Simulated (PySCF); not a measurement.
# F2La (La(F)2): the cost of one run

Program: PySCF 2.14.0. Level of theory: PBE0, La lcecp-0-SVP with ECP47, F def2-SVP; scalar-relativistic core potentials, no spin–orbit coupling. These are calculated values, not measurements.

1 further run of the same task is left out (for a known fault of the program).

## Step 1: Where the work starts

3 atoms, charge 0, spin multiplicity 1.

Bond lengths: La1–F2 2.322 Å, La1–F3 2.322 Å. Angles: F2–La1–F3 131.8°.

Coordinates:

```xyz
3
F2La
La    0.0000    0.0000    0.0000
F     2.1194    0.0000    0.9485
F    -2.1194    0.0000    0.9485
```

Formal oxidation states: La +2. Each metal's 1 4f electrons lie in its core potential, so multiplicities, spins and levels count the valence alone. For divalent La, Ce, Gd or Lu the extra electron is normally 5d or 6s, so this core forces an excited configuration.

## Step 2: SCF at the start, singlet

The input, run.py (the lines that set the calculation):

```python
mol = gto.M(atom='''
La     0.00000     0.00000     0.00000
F      2.11940     0.00000     0.94850
F     -2.11940     0.00000     0.94850''',
    basis={'La': 'lcecp-0-SVP', 'F': 'def2-SVP'},
    ecp={'La': 'lcecp-0-SVP'},
    charge=0, spin=0)
mf = dft.RKS(mol, xc='PBE0')
mf.grids.atom_grid = (50, 194)  # f atoms: unpruned, at least (60, 302)
mf = mf.density_fit()  # fitting sets: La AutoAux, F def2-universal-JKFIT
mf.conv_tol = 1e-08; mf.max_cycle = 55
mf.kernel(dm0)  # dm0: free metal ions and neutral atoms
```

Launch:

```console
> OMP_NUM_THREADS=2 python run.py
```

Q: Estimate wall time and peak memory on 2 threads of Intel Xeon Platinum 8488C (Sapphire Rapids), shared host.

About 1.6 s, with a peak of 0.31 GiB.
